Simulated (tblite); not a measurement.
# C5H12O2Si2: the cost of one run

Programs: tblite 0.8.0 and PySCF 2.14.0, with density-fitted response routines of our own. Each step states its level of theory. These are calculated values for one molecule in the gas phase, unless marked as measured. Atoms are numbered from 0 throughout.

**1. The starting structure**

21 atoms, charge 0, multiplicity 1; geometry from: force field or distance geometry start.

Bonds of the start (Å): C0–C1 1.33, C1–C2 1.50, C1–Si3 1.81, Si3–C4 1.85, C4–C5 1.53, C5–Si6 1.87, Si6–O7 1.71, Si6–O8 1.72, C5–Si3 1.84, C0–H9 1.08, C0–H10 1.08, C2–H11 1.10, C2–H12 1.10, C2–H13 1.13, Si3–H14 1.46, C4–H15 1.12, C4–H16 1.09, C5–H17 1.11, Si6–H18 1.48, O7–H19 1.01, O8–H20 1.01.

**2. Geometry optimisation with GFN2-xTB**

What the job is given:

```
{"job": {"kind": "relax", "xc": "GFN2-xTB", "basis": "xTB"}, "charge": 0, "multiplicity": 1}
C     -1.636900     1.409600    -0.840200
C     -1.614100     0.315600    -0.084800
C     -2.230000     0.389100     1.278500
Si    -0.818500    -1.194400    -0.696700
C      0.552500    -2.060600     0.197800
C      1.010500    -1.103900    -0.906800
Si     1.984600     0.329900    -0.215500
O      1.939700     1.729300    -1.190600
O      1.491200     0.677000     1.398100
H     -2.103300     2.333700    -0.526000
H     -1.189900     1.349900    -1.822600
H     -2.854400    -0.494200     1.500400
H     -1.489700     0.593300     2.068700
H     -2.930200     1.277700     1.323200
H     -1.626200    -2.039800    -1.568800
H      0.691300    -3.131000    -0.115600
H      0.838800    -1.799800     1.216600
H      1.475400    -1.546000    -1.808800
H      3.378100    -0.146000    -0.089500
H      2.840300     2.165000    -1.072500
H      2.281700     0.962700     1.954500
```

On the command line:

```sh
$ OMP_NUM_THREADS=1 python probes_run.py task.json out
```

The driver reads the jobs from task.json and runs them one after another.

**Question.** How long does this first job take on 1 thread of Arm Neoverse N1, shared host, and how much memory does it need?

About 4.4 s, with a peak of 0.18 GiB.
